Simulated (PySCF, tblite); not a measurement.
# C₃H₃F₃O: a rotation path, then NMR shifts on frames

How do NMR shifts of C₃H₃F₃O (`OCC(F)=C(F)F`) change as the atoms move?

Computed with tblite 0.8.0 and PySCF 2.14.0, with density-fitted response routines of our own, on a single molecule in the gas phase. Atoms count from 0, in the outputs and in this text.

### Step 1. Starting geometry

10 atoms, charge 0, multiplicity 1; geometry from: GFN2-xTB.

Bonds of the start (Å): O0–C1 1.40, C1–C2 1.51, C2–F3 1.35, C2–C4 1.33, C4–F5 1.32, C4–F6 1.32, O0–H7 0.97, C1–H8 1.09, C1–H9 1.10.

### Step 2. The rotation path with GFN2-xTB

Job settings and geometry (Å):

```
{"job": {"kind": "neb", "xc": "GFN2-xTB", "basis": "xTB", "atoms": [0, 1, 2, 3], "turn": 120}, "charge": 0, "multiplicity": 1}
O     -1.591904    -0.868313     0.701758
C     -0.961033    -0.122371    -0.303182
C      0.372838     0.415167     0.144389
F      0.302725     1.360365     1.106163
C      1.563921     0.017521    -0.281864
F      2.733355     0.483006     0.122862
F      1.723057    -0.899568    -1.224464
H     -1.729798    -0.309800     1.477198
H     -0.816869    -0.797665    -1.148131
H     -1.587408     0.726313    -0.617257
```

With the program's defaults for keys left out, this is: GFN2-xTB climbing-image nudged elastic band, gas phase.

Started as:

```console
OMP_NUM_THREADS=1 python probes_run.py task.json out
```

The driver reads the jobs from task.json and runs them one after another.

Standard output:

```text
image   E - E0 / eV
  0      -0.0000
  1       0.0220
  2       0.0721
  3       0.0950
  4       0.0757
  5       0.0471
  6       0.0271
  7       0.0036
  8      -0.0105
```

Wall time 3.4 s (1 thread of Arm Neoverse N1, shared host); peak memory 0.18 GiB.

The final band, with the dihedral O0–C1–C2–F3:

| image | dihedral (°) | energy (eV) | energy (kcal/mol) |
| --- | --- | --- | --- |
| 0 | -68 | 0.000 | 0.0 |
| 1 | -42 | 0.022 | 0.5 |
| 2 | -15 | 0.072 | 1.7 |
| 3 | 12 | 0.095 | 2.2 |
| 4 | 39 | 0.076 | 1.7 |
| 5 | 65 | 0.047 | 1.1 |
| 6 | 91 | 0.027 | 0.6 |
| 7 | 119 | 0.004 | 0.1 |
| 8 | 147 | -0.011 | -0.2 |

### Step 3. Nuclear shieldings: image 0, PBE0/pcSseg-1

Job settings and geometry (Å):

```
{"job": {"kind": "nmr", "xc": "PBE0", "basis": "pcSseg-1", "pop": false}, "charge": 0, "multiplicity": 1}
O     -1.591900    -0.868300     0.701800
C     -0.961000    -0.122400    -0.303200
C      0.372800     0.415200     0.144400
F      0.302700     1.360400     1.106200
C      1.563900     0.017500    -0.281900
F      2.733400     0.483000     0.122900
F      1.723100    -0.899600    -1.224500
H     -1.729800    -0.309800     1.477200
H     -0.816900    -0.797700    -1.148100
H     -1.587400     0.726300    -0.617300
```

Method: GIAO PBE0/pcSseg-1 NMR shielding, non-relativistic, gas phase.

Standard output:

```text
coarse grid: 9464 points
cycle   1  E = -490.0695184691  dE =  1.151e+00  |g| = 9.159e-01  |ddm| = 2.828e+00
cycle   2  E = -489.8732074408  dE =  1.963e-01  |g| = 1.418e+00  |ddm| = 1.616e+00
cycle   3  E = -490.2109191411  dE = -3.377e-01  |g| = 7.414e-02  |ddm| = 1.084e+00
cycle   4  E = -490.2116736924  dE = -7.546e-04  |g| = 4.233e-02  |ddm| = 8.508e-02
cycle   5  E = -490.2119454236  dE = -2.717e-04  |g| = 1.289e-02  |ddm| = 4.183e-02
cycle   6  E = -490.2119726774  dE = -2.725e-05  |g| = 2.706e-03  |ddm| = 1.045e-02
cycle   7  E = -490.2119741774  dE = -1.500e-06  |g| = 9.119e-04  |ddm| = 2.415e-03
final grid: 95760 points
cycle   8  E = -490.2809434701  dE = -3.017e-05  |g| = 8.690e-03  |ddm| = 1.962e-02
cycle   9  E = -490.2809272429  dE =  1.623e-05  |g| = 1.309e-02  |ddm| = 1.353e-02
cycle  10  E = -490.2809575731  dE = -3.033e-05  |g| = 8.695e-04  |ddm| = 8.252e-03
cycle  11  E = -490.2809577093  dE = -1.362e-07  |g| = 2.403e-04  |ddm| = 7.289e-04
cycle  12  E = -490.2809577187  dE = -9.424e-09  |g| = 1.218e-04  |ddm| = 2.603e-04
cycle  13  E = -490.2809577219  dE = -3.182e-09  |g| = 2.096e-05  |ddm| = 1.049e-04
cycle  14  E = -490.2809577220  dE = -8.913e-11  |g| = 5.950e-06  |ddm| = 1.974e-05
converged SCF energy = -490.2809577220

GIAO shielding tensors (ppm)
atom      isotropic    diamagn.    paramagn.     s11        s22        s33       span
  0 O      305.097     386.698     -81.601    289.181    300.479    325.632     36.451
  1 C      124.003     242.784    -118.782    100.104    115.339    156.565     56.461
  2 C       47.327     252.182    -204.855     11.169     46.752     84.060     72.890
  3 F      373.745     472.727     -98.982    315.479    370.765    434.992    119.512
  4 C       20.311     249.672    -229.361    -39.192     42.595     57.531     96.723
  5 F      276.877     470.292    -193.415    255.604    285.206    289.822     34.218
  6 F      292.919     473.792    -180.873    255.294    297.589    325.872     70.578
  7 H       30.497      31.091      -0.594     21.461     28.678     41.352     19.891
  8 H       27.125      28.686      -1.561     23.132     27.074     31.169      8.037
  9 H       26.810      28.018      -1.208     22.063     26.489     31.878      9.815
```

Run time: 17 s. Hardware: 1 thread of Arm Neoverse N1, shared host; peak memory 0.62 GiB.

Shifts follow as δ = σ(reference) − σ, with reference shieldings (ppm) from runs at the same level and on the same kind of geometry: 1H TMS 31.72, 13C TMS 186.9, 19F CFCl3 170.9, 17O H2O 336.1. The references are single molecules in the gas phase, so shifts against H2O, NH3, PH3, H3PO4 or CFCl3 are not on the usual liquid scales and can be off by tens of ppm. Each atom is listed at this fixed geometry, with no averaging over motion; a spectrum would average atoms that exchange fast.

| atoms | environment | σ (ppm) | δ (ppm) |
| --- | --- | --- | --- |
| C4 | fully substituted alkene carbon | 20.3 | 166.6 |
| C2 | fully substituted alkene carbon | 47.3 | 139.6 |
| C1 | allylic sp3 CH2 bonded to O | 124.0 | 62.9 |
| H9 | hydrogen on an allylic sp3 CH2 bonded to O | 26.81 | 4.91 |
| H8 | hydrogen on an allylic sp3 CH2 bonded to O | 27.13 | 4.59 |
| H7 | hydrogen on an alcohol oxygen | 30.50 | 1.22 |
| O0 | alcohol oxygen | 305.1 | 31.0 |
| F5 | vinylic fluorine | 276.9 | -105.9 |
| F6 | vinylic fluorine | 292.9 | -122.0 |
| F3 | vinylic fluorine | 373.7 | -202.8 |

### Step 4. NMR shieldings: image 1, PBE0/pcSseg-1

Job settings and geometry (Å):

```
{"job": {"kind": "nmr", "xc": "PBE0", "basis": "pcSseg-1", "pop": false}, "charge": 0, "multiplicity": 1}
O     -1.735500    -0.685800     0.771000
C     -0.940200    -0.213100    -0.275600
C      0.395200     0.291500     0.216100
F      0.329800     1.015900     1.352200
C      1.577600     0.087500    -0.347300
F      2.740100     0.541100     0.091300
F      1.729800    -0.598300    -1.472900
H     -1.853100     0.017500     1.422800
H     -0.783900    -1.049700    -0.959700
H     -1.450800     0.598100    -0.820300
```

Level: GIAO PBE0/pcSseg-1 NMR shielding, non-relativistic, gas phase.

Standard output:

```text
coarse grid: 9464 points
cycle   1  E = -490.0720131411  dE =  1.149e+00  |g| = 9.028e-01  |ddm| = 2.851e+00
cycle   2  E = -489.8938665485  dE =  1.781e-01  |g| = 1.376e+00  |ddm| = 1.695e+00
cycle   3  E = -490.2082205490  dE = -3.144e-01  |g| = 7.337e-02  |ddm| = 1.137e+00
cycle   4  E = -490.2089646945  dE = -7.441e-04  |g| = 3.896e-02  |ddm| = 7.663e-02
cycle   5  E = -490.2091848789  dE = -2.202e-04  |g| = 1.175e-02  |ddm| = 3.702e-02
cycle   6  E = -490.2092057207  dE = -2.084e-05  |g| = 2.055e-03  |ddm| = 8.893e-03
cycle   7  E = -490.2092064905  dE = -7.698e-07  |g| = 8.900e-04  |ddm| = 2.036e-03
final grid: 95760 points
cycle   8  E = -490.2796677474  dE = -3.554e-05  |g| = 9.084e-03  |ddm| = 2.400e-02
cycle   9  E = -490.2796495831  dE =  1.816e-05  |g| = 1.373e-02  |ddm| = 1.526e-02
cycle  10  E = -490.2796830671  dE = -3.348e-05  |g| = 9.049e-04  |ddm| = 9.301e-03
cycle  11  E = -490.2796832169  dE = -1.498e-07  |g| = 2.961e-04  |ddm| = 8.166e-04
cycle  12  E = -490.2796832332  dE = -1.625e-08  |g| = 1.254e-04  |ddm| = 3.111e-04
cycle  13  E = -490.2796832365  dE = -3.338e-09  |g| = 2.079e-05  |ddm| = 1.059e-04
cycle  14  E = -490.2796832366  dE = -8.447e-11  |g| = 6.319e-06  |ddm| = 2.034e-05
converged SCF energy = -490.2796832366

GIAO shielding tensors (ppm)
atom      isotropic    diamagn.    paramagn.     s11        s22        s33       span
  0 O      320.871     385.959     -65.088    291.708    317.732    353.174     61.466
  1 C      125.976     243.414    -117.437    101.509    114.275    162.144     60.635
  2 C       49.504     251.963    -202.459     10.095     52.612     85.805     75.710
  3 F      380.014     472.600     -92.586    314.928    375.205    449.909    134.981
  4 C       21.525     249.778    -228.253    -38.015     44.718     57.871     95.887
  5 F      278.444     470.336    -191.892    259.859    285.195    290.278     30.419
  6 F      295.704     473.809    -178.105    256.554    300.178    330.381     73.827
  7 H       30.387      31.024      -0.637     20.698     28.742     41.720     21.023
  8 H       27.099      28.653      -1.554     22.775     27.192     31.330      8.555
  9 H       26.738      28.126      -1.388     21.615     26.532     32.065     10.450
```

It took 17 s on 1 thread of Arm Neoverse N1, shared host; peak memory 0.64 GiB.

In short: δ C4 165.4, C2 137.4, C1 60.9, O0 15.2, H9 4.98, H8 4.62 ppm.

### Step 5. Nuclear shieldings: image 3, PBE0/pcSseg-1

Job settings and geometry (Å):

```
{"job": {"kind": "nmr", "xc": "PBE0", "basis": "pcSseg-1", "pop": false}, "charge": 0, "multiplicity": 1}
O     -1.907500    -0.273500     0.761900
C     -0.903800    -0.392400    -0.197100
C      0.449900     0.046800     0.324200
F      0.516800     0.230700     1.653700
C      1.535500     0.265800    -0.406000
F      2.716800     0.654600     0.046900
F      1.556100     0.115700    -1.726400
H     -1.947000     0.632600     1.090800
H     -0.869800    -1.454900    -0.461800
H     -1.138100     0.179200    -1.108700
```

Level: GIAO PBE0/pcSseg-1 NMR shielding, non-relativistic, gas phase.

Standard output:

```text
coarse grid: 9464 points
cycle   1  E = -490.0708945635  dE =  1.148e+00  |g| = 8.985e-01  |ddm| = 2.868e+00
cycle   2  E = -489.8944723942  dE =  1.764e-01  |g| = 1.372e+00  |ddm| = 1.712e+00
cycle   3  E = -490.2048928001  dE = -3.104e-01  |g| = 8.026e-02  |ddm| = 1.161e+00
cycle   4  E = -490.2057046520  dE = -8.119e-04  |g| = 4.525e-02  |ddm| = 8.137e-02
cycle   5  E = -490.2060016963  dE = -2.970e-04  |g| = 1.022e-02  |ddm| = 3.971e-02
cycle   6  E = -490.2060171621  dE = -1.547e-05  |g| = 2.455e-03  |ddm| = 8.616e-03
cycle   7  E = -490.2060183916  dE = -1.229e-06  |g| = 7.742e-04  |ddm| = 2.338e-03
final grid: 95760 points
cycle   8  E = -490.2753257541  dE = -3.442e-05  |g| = 8.734e-03  |ddm| = 2.233e-02
cycle   9  E = -490.2753089007  dE =  1.685e-05  |g| = 1.324e-02  |ddm| = 1.488e-02
cycle  10  E = -490.2753399225  dE = -3.102e-05  |g| = 8.772e-04  |ddm| = 9.083e-03
cycle  11  E = -490.2753400639  dE = -1.414e-07  |g| = 2.807e-04  |ddm| = 7.771e-04
cycle  12  E = -490.2753400782  dE = -1.436e-08  |g| = 1.241e-04  |ddm| = 3.004e-04
cycle  13  E = -490.2753400815  dE = -3.263e-09  |g| = 2.225e-05  |ddm| = 1.095e-04
cycle  14  E = -490.2753400816  dE = -9.857e-11  |g| = 6.531e-06  |ddm| = 2.071e-05
converged SCF energy = -490.2753400816

GIAO shielding tensors (ppm)
atom      isotropic    diamagn.    paramagn.     s11        s22        s33       span
  0 O      325.475     384.818     -59.343    277.981    307.928    390.514    112.533
  1 C      126.236     243.984    -117.748    100.247    114.509    163.952     63.705
  2 C       51.550     251.359    -199.810      9.548     56.478     88.623     79.074
  3 F      374.761     471.685     -96.924    299.385    382.624    442.274    142.889
  4 C       21.552     250.148    -228.597    -39.118     46.263     57.510     96.628
  5 F      277.586     470.374    -192.788    262.170    278.423    292.164     29.994
  6 F      297.844     474.034    -176.191    265.894    303.591    324.046     58.153
  7 H       31.202      31.024       0.178     22.332     28.300     42.974     20.642
  8 H       26.764      27.651      -0.887     22.142     26.780     31.371      9.229
  9 H       26.879      29.166      -2.287     22.057     27.105     31.475      9.418
```

Run time: 18 s. Hardware: 1 thread of Arm Neoverse N1, shared host; peak memory 0.64 GiB.

Key values: δ C4 165.4, C2 135.4, C1 60.7, O0 10.6, H8 4.95, H9 4.84 ppm.

### Step 6. NMR shieldings: image 5, PBE0/pcSseg-1

Job settings and geometry (Å):

```
{"job": {"kind": "nmr", "xc": "PBE0", "basis": "pcSseg-1", "pop": false}, "charge": 0, "multiplicity": 1}
O     -1.873200     0.144300     0.612800
C     -0.888400    -0.548400    -0.104400
C      0.504600    -0.204400     0.357600
F      0.798800    -0.563500     1.618500
C      1.419600     0.443900    -0.352800
F      2.636000     0.772100     0.048300
F      1.215200     0.838100    -1.605100
H     -1.766700     1.094500     0.489100
H     -1.072500    -1.607700     0.097400
H     -0.964500    -0.364300    -1.183900
```

Method: GIAO PBE0/pcSseg-1 NMR shielding, non-relativistic, gas phase.

Standard output:

```text
coarse grid: 9464 points
cycle   1  E = -490.0624413284  dE =  1.156e+00  |g| = 9.264e-01  |ddm| = 2.821e+00
cycle   2  E = -489.8415437419  dE =  2.209e-01  |g| = 1.469e+00  |ddm| = 1.539e+00
cycle   3  E = -490.2079277579  dE = -3.664e-01  |g| = 8.354e-02  |ddm| = 1.042e+00
cycle   4  E = -490.2087098798  dE = -7.821e-04  |g| = 5.658e-02  |ddm| = 1.010e-01
cycle   5  E = -490.2092196643  dE = -5.098e-04  |g| = 1.165e-02  |ddm| = 5.048e-02
cycle   6  E = -490.2092430435  dE = -2.338e-05  |g| = 3.826e-03  |ddm| = 1.068e-02
cycle   7  E = -490.2092462981  dE = -3.255e-06  |g| = 5.835e-04  |ddm| = 2.892e-03
final grid: 95760 points
cycle   8  E = -490.2800747196  dE = -3.703e-05  |g| = 8.930e-03  |ddm| = 2.181e-02
cycle   9  E = -490.2800578277  dE =  1.689e-05  |g| = 1.351e-02  |ddm| = 1.313e-02
cycle  10  E = -490.2800891622  dE = -3.133e-05  |g| = 7.704e-04  |ddm| = 7.901e-03
cycle  11  E = -490.2800892666  dE = -1.044e-07  |g| = 2.378e-04  |ddm| = 6.545e-04
cycle  12  E = -490.2800892761  dE = -9.434e-09  |g| = 9.771e-05  |ddm| = 2.048e-04
cycle  13  E = -490.2800892780  dE = -1.994e-09  |g| = 2.382e-05  |ddm| = 8.651e-05
cycle  14  E = -490.2800892782  dE = -1.157e-10  |g| = 6.592e-06  |ddm| = 2.326e-05
converged SCF energy = -490.2800892782

GIAO shielding tensors (ppm)
atom      isotropic    diamagn.    paramagn.     s11        s22        s33       span
  0 O      297.833     386.064     -88.231    242.506    291.165    359.827    117.321
  1 C      123.536     244.105    -120.569     99.246    115.369    155.992     56.746
  2 C       47.883     251.542    -203.659     11.978     46.402     85.269     73.291
  3 F      364.025     471.638    -107.613    302.397    361.335    428.342    125.946
  4 C       19.991     250.127    -230.136    -40.607     43.436     57.145     97.752
  5 F      276.086     470.230    -194.145    255.612    284.701    287.944     32.332
  6 F      294.794     474.381    -179.586    254.704    300.137    329.541     74.838
  7 H       31.528      31.407       0.121     23.274     28.981     42.329     19.055
  8 H       26.969      27.438      -0.468     22.821     26.598     31.490      8.669
  9 H       26.924      29.601      -2.678     22.543     26.848     31.380      8.837
```

Run time: 18 s. Hardware: 1 thread of Arm Neoverse N1, shared host; peak memory 0.64 GiB.

This run: δ C4 166.9, C2 139.0, C1 63.4, O0 38.2, H9 4.79, H8 4.75 ppm.

### Step 7. Nuclear shieldings: image 8, PBE0/pcSseg-1

Job settings and geometry (Å):

```
{"job": {"kind": "nmr", "xc": "PBE0", "basis": "pcSseg-1", "pop": false}, "charge": 0, "multiplicity": 1}
O     -1.673900     0.555700     0.131400
C     -0.914800    -0.611900     0.078300
C      0.569800    -0.404700     0.266800
F      1.200200    -1.417000     0.889200
C      1.283600     0.645500    -0.118500
F      2.581400     0.819800     0.063400
F      0.757600     1.678400    -0.773300
H     -1.454800     1.142000    -0.602500
H     -1.260700    -1.240400     0.904700
H     -1.079500    -1.162700    -0.862200
```

With the program's defaults for keys left out, this is: GIAO PBE0/pcSseg-1 NMR shielding, non-relativistic, gas phase.

Standard output:

```text
coarse grid: 9464 points
cycle   1  E = -490.0714363426  dE =  1.153e+00  |g| = 8.971e-01  |ddm| = 2.844e+00
cycle   2  E = -489.9110752460  dE =  1.604e-01  |g| = 1.339e+00  |ddm| = 1.506e+00
cycle   3  E = -490.2054811987  dE = -2.944e-01  |g| = 7.330e-02  |ddm| = 9.762e-01
cycle   4  E = -490.2060376729  dE = -5.565e-04  |g| = 4.656e-02  |ddm| = 7.174e-02
cycle   5  E = -490.2063603607  dE = -3.227e-04  |g| = 7.673e-03  |ddm| = 3.806e-02
cycle   6  E = -490.2063689575  dE = -8.597e-06  |g| = 2.023e-03  |ddm| = 6.155e-03
final grid: 95760 points
cycle   7  E = -490.2771887214  dE = -3.703e-05  |g| = 8.097e-03  |ddm| = 1.907e-02
cycle   8  E = -490.2771764520  dE =  1.227e-05  |g| = 1.188e-02  |ddm| = 1.255e-02
cycle   9  E = -490.2772003856  dE = -2.393e-05  |g| = 6.037e-04  |ddm| = 7.509e-03
cycle  10  E = -490.2772004370  dE = -5.135e-08  |g| = 2.452e-04  |ddm| = 5.831e-04
cycle  11  E = -490.2772004452  dE = -8.162e-09  |g| = 8.460e-05  |ddm| = 1.964e-04
cycle  12  E = -490.2772004464  dE = -1.220e-09  |g| = 1.444e-05  |ddm| = 7.338e-05
cycle  13  E = -490.2772004464  dE = -3.342e-11  |g| = 6.612e-06  |ddm| = 1.413e-05
converged SCF energy = -490.2772004464

GIAO shielding tensors (ppm)
atom      isotropic    diamagn.    paramagn.     s11        s22        s33       span
  0 O      316.345     387.703     -71.358    285.967    306.631    356.437     70.470
  1 C      122.937     242.005    -119.068     96.551    113.954    158.306     61.755
  2 C       46.221     254.108    -207.887      8.541     45.048     85.075     76.534
  3 F      361.624     471.004    -109.380    298.209    377.046    409.615    111.406
  4 C       18.917     249.501    -230.583    -41.953     40.751     57.955     99.908
  5 F      271.998     470.148    -198.151    253.437    270.695    291.860     38.424
  6 F      303.425     475.077    -171.653    268.683    309.025    332.566     63.883
  7 H       30.576      31.907      -1.331     21.322     28.583     41.823     20.502
  8 H       27.166      27.335      -0.169     22.904     27.455     31.138      8.233
  9 H       26.625      27.938      -1.313     22.288     26.431     31.156      8.868
```

Run time: 18 s. Hardware: 1 thread of Arm Neoverse N1, shared host; peak memory 0.64 GiB.

In short: δ C4 168.0, C2 140.7, C1 64.0, O0 19.7, H9 5.09, H8 4.55 ppm.

### Step 8. Comparing the runs: NMR shifts

Shifts (ppm) of some atoms, chosen among heavy atoms and hydrogens apart, with basis size and wall time:

| frame | C2 | H8 | H7 | O0 | F5 | F6 | F3 | functions | time |
| --- | --- | --- | --- | --- | --- | --- | --- | --- | --- |
| image 0 | 139.6 | 4.59 | 1.22 | 31.0 | -105.9 | -122.0 | -202.8 | 134 | 17 s |
| image 1 | 137.4 | 4.62 | 1.33 | 15.2 | -107.5 | -124.8 | -209.1 | 134 | 17 s |
| image 3 | 135.4 | 4.95 | 0.52 | 10.6 | -106.6 | -126.9 | -203.8 | 134 | 18 s |
| image 5 | 139.0 | 4.75 | 0.19 | 38.2 | -105.1 | -123.8 | -193.1 | 134 | 18 s |
| image 8 | 140.7 | 4.55 | 1.14 | 19.7 | -101.1 | -132.5 | -190.7 | 134 | 18 s |

### Step 9. Outcome

| quantity | value |
| --- | --- |
| barrier | 0.095 eV (2.2 kcal/mol) at image 3 |
| end to end (GFN2-xTB) | -0.011 eV |
| 13C shifts against TMS (PBE0/pcSseg-1, image 0) | 166.6, 139.6, 62.9 ppm |
| 1H shifts against TMS (PBE0/pcSseg-1, image 0) | 4.91, 4.59, 1.22 ppm |
| 17O shifts against H2O (PBE0/pcSseg-1, image 0) | 31.0 ppm |
| 19F shifts against CFCl3 (PBE0/pcSseg-1, image 0) | -105.9, -122.0, -202.8 ppm |
| range of the shift of O0 | 10.6 to 38.2 ppm |

What this shows: Along the band the dihedral turns by 215°, and the top (dihedral 12°) lies 2.2 kcal/mol above the start (GFN2-xTB, rough), so at room temperature this motion is fast. Ends this close can change order at a higher level. The top was not checked by a frequency run. Shifts at one fixed geometry are not the observed spectrum, which averages over the motion. In the first frame run (image 0): The largest span, 120 ppm, is at F3, where the paramagnetic term is -99 ppm. Across the 5 runs the shift of O0 moves most, between 10.6 (image 3) and 38.2 ppm (image 5).
